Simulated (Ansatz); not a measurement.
# KEu3 (Pm-3m) in Ansatz: reference runs

How does KEu3 come out in PBE? The cell is run as given and disturbed.

Program: Ansatz 0.2.0. These are calculated values, not measurements. Logs are shortened: lines on timing, memory, paths and dates and some standing lists are left out, and cuts for length are marked.

## (1) The crystal as given

Symmetry: Pm-3m, No. 221, cubic system. The conventional cell has a = 5.885 Å, b = 5.885 Å, c = 5.885 Å, α = 90.00°, β = 90.00°, γ = 90.00°. Around Eu (site symmetry 4/mmm) lie 8 Eu at 4.16 Å and 4 K at 4.16 Å. Around K (site symmetry m-3m) lie 12 Eu at 4.16 Å.

The cell comes from a database or a generator and needn't be the stable form of this composition.

## (2) Single point, PBE, collinear spin, ferromagnetic start

Contents of input.yaml:

```yaml
crystal:
  lattice:
    - [5.88504, 0.0, 0.0]
    - [0.0, 5.88504, 0.0]
    - [0.0, 0.0, 5.88504]
  atoms:
    - { symbol: Eu, position: [0.5, 0.5, 0.0], spin: 7.0 }
    - { symbol: Eu, position: [0.5, 0.0, 0.5], spin: 7.0 }
    - { symbol: Eu, position: [0.0, 0.5, 0.5], spin: 7.0 }
    - { symbol: K, position: [0.0, 0.0, 0.0] }
hamiltonian:
  xc: pbe
  pseudopotentials: { kind: paw }
magnetization:
  spin_polarized: true
kpoints:
  mp_grid: { grid: [5, 5, 5] }
scf:
  occupations: { method: fermi_dirac, width: 0.05 }
output:
  forces: true
  stress: true
  eigenvalues: true
```

Potentials or basis: Ansatz PAW.

Command:

```bash
ansatz run input.yaml --threads 2 --pin off --max-ram 5120MiB --backend cpu --events-out ev --progress --plain --runs-dir out
```

The log of the run:

```text
Warning: RAYON_NUM_THREADS=2 ignored (pool sized by the plan → 2); use --threads N
Engine: ansatz 0.2.0, aarch64-unknown-linux-gnu
Pseudopotentials: kind: paw
Pseudopotential: Eu, paw, valence charge 17, recommended cutoff 420 eV (normal), Eu.paw.azcp
Pseudopotential: K, paw, valence charge 9, recommended cutoff 420 eV (normal), K.paw.azcp
Functional definition: PBE
  parameter kappa = 0.804
  parameter beta = 0.06672455060314922
  exchange = pbe_x(kappa = kappa, mu = beta*pi^2/3)
  correlation = pbe_c(beta = beta)
Crystal: 4 atoms, lattice volume = 203.821 Å³
Basis set: ecut = 420 eV, 3911 PW (Γ), exchange–correlation on 80×80×80 points (8 copies of the dense FFT grid, shifted against one another)
Bands: 49, of which v1, the nominal top of the filled ones, is band 30 counted from 1 (29 counted from 0)
Symmetry: 48 space group operations
Space group: Pm-3m (ITA 221), of the structure as read, at distance tolerance 5.9e-5 Å
Magnetic group: BNS 221.92 (UNI 1594), of the structure as read, at distance tolerance 5.9e-5 Å
k-points: 10 of 125
Non-local potential: Eu, projectors of the file, l = 0: 3, l = 1: 2, l = 2: 2, l = 3: 3
Non-local potential: K, projectors of the file, l = 0: 3, l = 1: 2, l = 2: 2
PAW form: soft (Blöchl's): semilocal exchange-correlation on the pseudo side does not see the compensation charge
PAW one-centre angular grid: Eu, 590 points (default); XC on 64 Gauss nodes
PAW one-centre angular grid: K, 110 points (default); XC on 64 Gauss nodes
Initial density: superposition of atomic densities (chi_scale 0.1, normalization cell)
Starting moments: Σ|m| = 21 μB on 3 of 4 sites
Initial wavefunctions: pseudopotential atomic-orbital guess
Functional: x = pbe(κ = 0.804, μ = 0.2195149727645171), c = pbe(β = 0.06672455060314922)
iter 1 solved again at ethr=2.84e-3 eV; its pass at ethr=3.10e-3 eV (dr2=1.71e0 eV) is discarded
SCF iter   1: F=—  HF=-27832.408386 eV  |F-HF|=—  |Δ(HF+E_count)|=         —  Δρ=4.28e-2 (↑4.28e-2 ↓1.52e-2)  dr2=1.70e0  dr2_m=1.48e0  M=22.261 μB ∫|m|=22.261 μB  β_m=0.30  ethr=2.84e-3  ⟨swp⟩=1.0  Hψ=4759  notcnv=0
Mixer restart at iter 1: flushing history
[... 15 lines left out ...]
SCF iter  15: F=—  HF=-27836.379059 eV  |F-HF|=—  |Δ(HF+E_count)|=   2.35e-7  Δρ=4.42e-6 (↑4.42e-6 ↓2.12e-6)  dr2=1.53e-7  dr2_m=5.93e-9  M=22.478 μB ∫|m|=22.478 μB  β_m=1.00  ethr=3.85e-10  ⟨swp⟩=3.0  Hψ=1525  notcnv=0  defer=65
SCF iter  16: F=-27836.379059 eV  HF=-27836.379059 eV  |F-HF|=9.91e-9  |Δ(HF+E_count)|=   8.60e-9  Δρ=2.21e-6 (↑2.21e-6 ↓2.04e-7)  dr2=1.17e-8  dr2_m=2.21e-9  M=22.478 μB ∫|m|=22.478 μB  ethr=1.67e-10  ⟨swp⟩=10.1  Hψ=5127  notcnv=0
SCF 1 converged in 16 iterations: F = -27836.379059 eV  dr2 = 1.17e-8
SCF converged after 16 iterations
Magnetization: 22.4775 μB (41.2388 up, 18.7612 down)
Absolute magnetization: 22.4775 μB (∫|ρ↑−ρ↓|, with the PAW one-centre terms)
Spin contamination: 0.0163 ħ² per cell (⟨S²⟩ above its minimum at these occupations)
Per-site moments (μB) at R_I (Å): [(7.1840976511897745, 1.716557572766058), (7.184097651189789, 1.716557572766058), (7.184097651189788, 1.716557572766058), (0.0872661955203918, 1.716557572766058)]
Free energy (F): -27836.379059 eV
Harris-Foulkes:  -27836.379059 eV  (|F-HF|=9.91e-9)
Internal energy: -27836.328410 eV  (E = F + TS)
E sigma→0 (E₀):  -27836.353734 eV
Entropy (-TS):   -0.050649 eV (-12.662 meV/atom)
Fermi energy:    6.273792 eV
--- Per-component energies (eV) ---
  E_band       = -383.263308
  E_kinetic    = 1293.559783
  E_local      = -7918.162388  (includes V_loc(G=0)·N_el)
  E_nonlocal   = 1452.189988
  E_hartree    = 3130.125122
  E_xc         = -657.916200
  E_vxc        = -761.685022  (∫ρ·V_xc dr)
  E_paw        = -19955.462188  (= ΣΔE_a)
  E_vpaw       = -709.426651  (= ΣTr[D̂ρ^β])
  E_aug_tail   = -0.000004  (compensation charges beyond the density's cutoff)
  E_ewald      = -5180.662524
  E_smearing   = -0.050649  (= −TS)
  E_closure    = 0.000000  (closes the sum)
  Σ components = -27836.379059   (vs F -27836.379059, Δ=0.00e0)
--- Forces (eV/Å), atoms counted from 1 ---
  atom   1  Eu     0.00000000    -0.00000000     0.00000000
  atom   2  Eu     0.00000000    -0.00000000     0.00000000
  atom   3  Eu     0.00000000     0.00000000     0.00000000
  atom   4  K     -0.00000000    -0.00000000    -0.00000000
  max |Σ_I F_I| component: 7.13e-29 eV/Å
--- Stress (GPa, compression-positive) ---
       -0.264336       0.000000      -0.000000
        0.000000      -0.264336       0.000000
        0.000000       0.000000      -0.264336
  P = ⅓ Tr σ = -0.2643 GPa (-2.643 kbar)
--- Band table (eV; the first three rows and the last of 20) ---
  k-point 0 ↑: bands = ["-35.5622", "-35.5491", "-35.5491", "-24.8567", "-14.4260", "-14.4260", "-14.4260", "-14.3444", "-14.3444", "-14.3444", "-14.2642", "-14.2642", "-14.2642", "-8.3773", "-8.3773", "-8.3773", "2.4569", "5.2462", "5.4884", "5.4884", "5.7195", "5.7481", "5.7481", "5.7481", "5.7531", "5.7531", "5.7531", "5.7590", "5.7590", "5.7590", "5.7916", "5.7916", "5.7916", "5.8210", "5.8210", "5.8210", "5.8262", "5.8262", "5.8262", "5.8330", "5.8330", "6.2315", "6.2315", "6.2315", "7.6958", "7.6958", "7.6958", "8.4383", "8.4383"]
  k-point 1 ↑: bands = ["-35.5611", "-35.5503", "-35.5491", "-24.8567", "-14.4178", "-14.4178", "-14.4129", "-14.3470", "-14.3470", "-14.3451", "-14.2791", "-14.2700", "-14.2700", "-8.3798", "-8.3777", "-8.3777", "2.6866", "5.1437", "5.4601", "5.6448", "5.7219", "5.7489", "5.7489", "5.7521", "5.7548", "5.7551", "5.7570", "5.7570", "5.7635", "5.7635", "5.7911", "5.7911", "5.8021", "5.8086", "5.8088", "5.8088", "5.8175", "5.8192", "5.8192", "5.8329", "5.8939", "6.3301", "6.3301", "6.3625", "7.4751", "7.4751", "7.5307", "8.2062", "8.5665"]
  k-point 2 ↑: bands = ["-35.5586", "-35.5528", "-35.5492", "-24.8566", "-14.4004", "-14.4004", "-14.3809", "-14.3547", "-14.3547", "-14.3462", "-14.3140", "-14.2799", "-14.2799", "-8.3839", "-8.3783", "-8.3783", "3.3098", "4.3724", "5.6624", "5.7288", "5.7348", "5.7387", "5.7498", "5.7498", "5.7500", "5.7629", "5.7652", "5.7675", "5.7675", "5.7750", "5.7750", "5.7869", "5.7869", "5.7914", "5.7914", "5.8054", "5.8054", "5.8054", "5.8328", "5.9225", "6.3568", "6.5779", "6.5779", "6.6228", "7.0843", "7.0843", "7.6600", "7.7888", "8.3749"]
  k-point 9 ↓: bands = ["-32.3814", "-32.3797", "-32.3797", "-24.8357", "-12.0839", "-12.0443", "-12.0443", "-12.0439", "-11.8857", "-11.8857", "-11.8815", "-11.8410", "-11.8410", "-8.3618", "-8.3605", "-8.3605", "5.2618", "5.7200", "5.7200", "6.0037", "7.1398", "7.2369", "7.2369", "7.4168", "8.5228", "8.5228", "8.7920", "8.9423", "9.2317", "9.2317", "9.6426", "9.6426", "10.1956", "10.2782", "10.2782", "10.3175", "10.3388", "10.3388", "10.3610", "10.4104", "10.4104", "10.5191", "10.5191", "10.5390", "10.5825", "10.5878", "10.5878", "10.6055", "10.6055"]
```

Run time: 16 s. Hardware: 2 threads of Arm Neoverse V1, shared host; peak memory 0.56 GiB.

What came out:

- Free energy: -27836.3791 eV
- Pressure: -0.3 GPa
- Band gap on the k mesh: none (metal or under the smearing width)
- Net moment: 22.48 μB per cell
- Absolute moment: 22.48 μB per cell
- Site moments: Eu +7.18; K +0.09 μB

Levels at points of the mesh, in eV from the Fermi level:
Spin up:
```
           k point  band 39  band 40  band 41  band 42  band 43  band 44
(0.00, 0.00, 0.00)    -0.45    -0.44    -0.44    -0.04    -0.04    -0.04
```
Spin down:
```csv
k point,band 15,band 16,band 17,band 18,band 19,band 20,band 21,band 22,band 23,band 24
"(0.00, 0.00, 0.00)",-14.63,-14.63,-3.16,-0.31,-0.11,-0.11,0.76,0.76,0.76,2.03
```

Caveat: spin-orbit coupling is left out, which moves the levels of the heavy elements; without U or exact exchange the open f shell lies at the Fermi level, which spoils levels, moments and volumes. The state reached can hang on the start; a lower one may exist.

## (3) Single point, PBE, collinear spin, ferromagnetic start (atoms moved at random, drawn with an rms of 0.05 Å)

Contents of input.yaml:

```yaml
crystal:
  lattice:
    - [5.88504, 0.0, 0.0]
    - [0.0, 5.88504, 0.0]
    - [0.0, 0.0, 5.88504]
  atoms:
    - { symbol: Eu, position: [0.495525, 0.485115, 0.006832], spin: 7.0 }
    - { symbol: Eu, position: [0.503216, 0.00453, 0.497881], spin: 7.0 }
    - { symbol: Eu, position: [-0.004653, 0.502614, 0.498218], spin: 7.0 }
    - { symbol: K, position: [-0.004433, -0.012135, -0.008222] }
hamiltonian:
  xc: pbe
  pseudopotentials: { kind: paw }
magnetization:
  spin_polarized: true
kpoints:
  mp_grid: { grid: [5, 5, 5] }
scf:
  occupations: { method: fermi_dirac, width: 0.05 }
output:
  forces: true
  stress: true
  eigenvalues: true
```

Potentials or basis: Ansatz PAW.

Command:

```bash
ansatz run input.yaml --threads 2 --pin off --max-ram 5120MiB --backend cpu --events-out ev --progress --plain --runs-dir out
```

Wall time 2.6 min (2 threads of Arm Neoverse V1, shared host); peak memory 1 GiB.

It converged, with:

- Free energy: -27836.3665 eV
- Pressure: -0.3 GPa
- Largest force: 0.129 eV/Å
- Band gap on the k mesh: none (metal or under the smearing width)
- Net moment: 22.49 μB per cell
- Absolute moment: 22.49 μB per cell
- Site moments: Eu +7.16, +7.17; K +0.08 μB

Forces on the atoms (eV/Å):
```
Eu   0.008  0.108 -0.070
Eu  -0.070 -0.085  0.011
Eu   0.032 -0.072  0.007
K    0.031  0.050  0.052
```

Levels at points of the mesh, in eV from the Fermi level:
Spin up:
```csv
k point,band 37,band 38,band 39,band 40,band 41,band 42,band 43,band 44,band 45,band 46
"(0.00, 0.00, 0.00)",-0.45,-0.45,-0.45,-0.44,-0.44,-0.04,-0.04,-0.04,1.41,1.42
```
Spin down:
| k point | band 15 | band 16 | band 17 | band 18 | band 19 | band 20 | band 21 | band 22 | band 23 | band 24 |
| --- | --- | --- | --- | --- | --- | --- | --- | --- | --- | --- |
| (0.00, 0.00, 0.00) | -14.64 | -14.64 | -3.16 | -0.31 | -0.11 | -0.11 | 0.77 | 0.77 | 0.77 | 2.02 |

Caveat: spin-orbit coupling is left out, which moves the levels of the heavy elements; without U or exact exchange the open f shell lies at the Fermi level, which spoils levels, moments and volumes. The state reached can hang on the start; a lower one may exist.
